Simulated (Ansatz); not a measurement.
# ZrCl4 (zirconium tetrachloride) at 6 levels

Wanted: a comparison of 6 runs (HF/STO-3G, HF/3-21G, HF/def2-SVP, r2SCAN/3-21G, wB97X/def2-TZVP, MP2/def2-TZVP) of ZrCl4 (zirconium tetrachloride). 

The calculation is run with Ansatz 0.2.0.

5 further runs of the same task are left out: 1 that didn't finish, 4 set aside as unsound or not needed. Runs told in other sessions of the task aren't counted.

**1. The system as given**

ZrCl4: 5 atoms, total charge 0, spin state singlet. As SMILES, `Cl[Zr](Cl)(Cl)Cl`. The coordinates come from a PBE0-D4/def2-TZVP relaxation.

Bond lengths: Cl1–Zr2 2.316 Å, Zr2–Cl3 2.316 Å, Zr2–Cl4 2.316 Å, Zr2–Cl5 2.316 Å. Angles: Cl1–Zr2–Cl3 109.5°, Cl1–Zr2–Cl4 109.5°, Cl1–Zr2–Cl5 109.5°, Cl3–Zr2–Cl4 109.5°, Cl3–Zr2–Cl5 109.5°, Cl4–Zr2–Cl5 109.5°.

**2. Energy and forces at HF/STO-3G (run 1)**

File job.yaml:

```yaml
crystal:
  periodic: [false, false, false]
  atoms:
    - {symbol: Cl, position_ang: [-0.109970, -0.230800, 2.301810]}
    - {symbol: Zr, position_ang: [0.000020, 0.000000, -0.000020]}
    - {symbol: Cl, position_ang: [1.545400, -1.499220, -0.853260]}
    - {symbol: Cl, position_ang: [-2.081750, -0.430080, -0.919260]}
    - {symbol: Cl, position_ang: [0.646280, 2.160110, -0.529270]}
basis:
  gaussian:
    orbitals: STO-3G
hamiltonian:
  xc: hf
accuracy: high
output: {forces: true, orbitals: {seedname: orbitals}}
```

Run with:

```sh
$ ansatz run job.yaml --threads 1 --pin off --max-ram 3480MiB --events-out events.jsonl --progress --plain --runs-dir runs
```

Log:

```text
Warning: RAYON_NUM_THREADS=1 ignored (pool sized by the plan → 1); use --threads N
Functional definition: HF
  name "HF"
  exchange = exact_x
  correlation = 0
1272 factors; integrals over basis functions are off by at most 4.7e-9 eV
mean field evaluation 1: about -144814.4477 eV, gradient 3.4e1 eV
mean field evaluation 2: about -144814.4844 eV, gradient 3.4e1 eV
mean field evaluation 4: about -144819.7835 eV, gradient 9.7e-1 eV
mean field evaluation 8: about -144819.7876 eV, gradient 2.0e-6 eV
mean field -144819.78758577 eV, -5322.0290313996 hartree, gradient 2.7e-8 eV, S^2 0.000000; 0 other end points of the search recorded, 0 dependent functions left out
the calculation of the forces begins
reference -144819.78758577 eV, -5322.0290313996 hartree; 54, 54 occupied and 9, 9 virtual orbitals, 1272 factors
Total energy: -144819.78758577 eV, -5322.0290313996 hartree
Atom 0 at    -0.109970    -0.230800     2.301810 Å, force    -0.001428    -0.003118     0.031039 eV/Å
Atom 1 at     0.000020     0.000000    -0.000020 Å, force     0.000413    -0.000022     0.000025 eV/Å
Atom 2 at     1.545400    -1.499220    -0.853260 Å, force     0.020576    -0.019908    -0.011378 eV/Å
Atom 3 at    -2.081750    -0.430080    -0.919260 Å, force    -0.028276    -0.005863    -0.012557 eV/Å
Atom 4 at     0.646280     2.160110    -0.529270 Å, force     0.008715     0.028912    -0.007128 eV/Å
Dipole moment:     0.000027    -0.000003    -0.000035 e Å
```

It took 3.9 s on 1 thread of Arm Neoverse V2, shared host; peak memory 0.2 GiB.

**3. Energy and gradient at HF/3-21G (run 2)**

File run.yaml:

```yaml
basis:
  gaussian:
    orbitals: 3-21G-spherical.json
crystal:
  periodic: [false, false, false]
  atoms:
    - symbol: Cl
      position_ang: [-0.109970, -0.230800, 2.301810]
    - symbol: Zr
      position_ang: [0.000020, 0.000000, -0.000020]
    - symbol: Cl
      position_ang: [1.545400, -1.499220, -0.853260]
    - symbol: Cl
      position_ang: [-2.081750, -0.430080, -0.919260]
    - symbol: Cl
      position_ang: [0.646280, 2.160110, -0.529270]
hamiltonian:
  xc: hf
accuracy: high
output:
  forces: true
  orbitals: {seedname: orbitals}
```

The basis set 3-21G is read from a file made from the Basis Set Exchange's data (not shown).

Run with:

```sh
$ ansatz run run.yaml --threads 1 --pin off --max-ram 3480MiB --events-out events.jsonl --progress --plain --runs-dir runs
```

Log, shortened:

```text
Warning: RAYON_NUM_THREADS=1 ignored (pool sized by the plan → 1); use --threads N
[... 2 set-up lines as earlier in the session ...]
[...]
1954 factors; integrals over basis functions are off by at most 4.7e-9 eV
[...]
mean field -145623.32970637 eV, -5351.5586596709 hartree, gradient 3.7e-8 eV, S^2 0.000000; 0 other end points of the search recorded, 0 dependent functions left out
[...]
reference -145623.32970637 eV, -5351.5586596709 hartree; 54, 54 occupied and 34, 34 virtual orbitals, 1954 factors
Total energy: -145623.32970637 eV, -5351.5586596709 hartree
Atom 0 at    -0.109970    -0.230800     2.301810 Å, force    -0.059994    -0.125988     1.256468 eV/Å
Atom 1 at     0.000020     0.000000    -0.000020 Å, force     0.000392    -0.000023    -0.000034 eV/Å
Atom 2 at     1.545400    -1.499220    -0.853260 Å, force     0.843344    -0.818110    -0.465644 eV/Å
Atom 3 at    -2.081750    -0.430080    -0.919260 Å, force    -1.136509    -0.234814    -0.501903 eV/Å
Atom 4 at     0.646280     2.160110    -0.529270 Å, force     0.352767     1.178934    -0.288887 eV/Å
Dipole moment:     0.000014    -0.000002    -0.000028 e Å
```

Run time: 5.7 s. Hardware: 1 thread of Arm Neoverse V2, shared host; peak memory 0.36 GiB.

Runs 3 to 5 aren't shown in full; the table further down has their settings and results.

**4. Energy and forces at MP2/def2-TZVP (core potential) (run 6)**

File molecule.yaml:

```yaml
crystal:
  periodic: [false, false, false]
  atoms:
    - {symbol: Cl, position_ang: [-0.109970, -0.230800, 2.301810]}
    - {symbol: Zr, position_ang: [0.000020, 0.000000, -0.000020]}
    - {symbol: Cl, position_ang: [1.545400, -1.499220, -0.853260]}
    - {symbol: Cl, position_ang: [-2.081750, -0.430080, -0.919260]}
    - {symbol: Cl, position_ang: [0.646280, 2.160110, -0.529270]}
basis:
  gaussian:
    orbitals: def2-TZVP
correlation:
  method: mp2
  frozen_orbitals: {Cl: 5, Zr: 0}
accuracy: high
output:
  forces: true
  orbitals: {seedname: orbitals}
```

Run with:

```sh
$ ansatz run molecule.yaml --threads 1 --pin off --max-ram 3480MiB --events-out events.jsonl --progress --plain --runs-dir runs
```

Log, shortened:

```text
Warning: RAYON_NUM_THREADS=1 ignored (pool sized by the plan → 1); use --threads N
[... 2 set-up lines as earlier in the session ...]
[...]
3021 factors; integrals over basis functions are off by at most 6.2e-8 eV
[...]
mean field -51291.28200026 eV, -1884.9198470301 hartree, gradient 3.5e-8 eV, S^2 0.000000; 0 other end points of the search recorded, 0 dependent functions left out
20 core orbitals not correlated: weight in the atoms' cores, before any rotation towards them, 1.000 or more for the frozen orbitals, at most 0.000 for the correlated occupied ones
reference -51291.28200026 eV, -1884.9198470301 hartree; 20, 20 occupied and 148, 148 virtual orbitals, 3021 factors
second order -28.42670496 eV of doubles, -0.00000000 eV of singles
[...]
Total energy: -51319.70870523 eV, -1885.9645091692 hartree
Atom 0 at    -0.109970    -0.230800     2.301810 Å, force    -0.001324    -0.002873     0.028608 eV/Å
Atom 1 at     0.000020     0.000000    -0.000020 Å, force     0.000239    -0.000012     0.000053 eV/Å
Atom 2 at     1.545400    -1.499220    -0.853260 Å, force     0.019053    -0.018442    -0.010535 eV/Å
Atom 3 at    -2.081750    -0.430080    -0.919260 Å, force    -0.026012    -0.005391    -0.011543 eV/Å
Atom 4 at     0.646280     2.160110    -0.529270 Å, force     0.008045     0.026718    -0.006582 eV/Å
Dipole moment:    -0.000003    -0.000000    -0.000016 e Å
```

It took 50 s on 1 thread of Arm Neoverse V2, shared host; peak memory 1 GiB.

**5. All runs side by side**

| run | level | core potential | frozen core orbitals | energy (Eh) | dipole moment (D) | HOMO energy (eV) | LUMO energy (eV) | wall time |
| --- | --- | --- | --- | --- | --- | --- | --- | --- |
| 1 | HF/STO-3G | none | – | -5322.029031 | 0.00 | -11.37 | 3.18 | 3.9 s |
| 2 | HF/3-21G | none | – | -5351.558660 | 0.00 | -13.41 | -0.86 | 5.7 s |
| 3 | HF/def2-SVP (core potential) | def2-SVP | – | -1884.286592 | 0.00 | -13.01 | 1.03 | 5.7 s |
| 4 | r2SCAN/3-21G | none | – | -5356.092585 | 0.00 | -9.12 | -4.45 | 30 s |
| 5 | wB97X/def2-TZVP (core potential) | def2-TZVP | – | -1888.223848 | 0.00 | -12.14 | -0.62 | 1.7 min |
| 6 | MP2/def2-TZVP (core potential) | def2-TZVP | 20 | -1885.964509 | 0.00 | -12.98 | 0.98 | 50 s |

**6. Outcome**

| quantity | value |
| --- | --- |
| run 6: total energy | -1885.96451 Eh |
| run 6: dipole moment (correlated density) | 0.00 D |
| run 6: HOMO energy (Hartree–Fock orbitals) | -12.98 eV |
| run 6: LUMO energy (Hartree–Fock orbitals) | 0.98 eV |
| run 6: HOMO–LUMO gap (Hartree–Fock orbitals) | 13.97 eV |
| run 6: correlation energy (20 core orbitals frozen) | -1044.7 mEh |
| run 6: largest force on an atom | 0.029 eV/Å |

Over runs 1, 2, 3, 4, 5 the HOMO–LUMO gap runs from 4.67 eV (r2SCAN/3-21G) to 14.55 eV (HF/STO-3G). The two ends differ in method and basis. Totals of different functionals can't be ranked against each other. Some runs of one species differ in core potentials or relativity; totals across that change don't compare. In run 1 the basis is minimal, so the values are rough. In runs 1, 2, 4 relativity is left out where basis or elements ask for it. All runs together took 3.3 min, the longest 1.7 min.
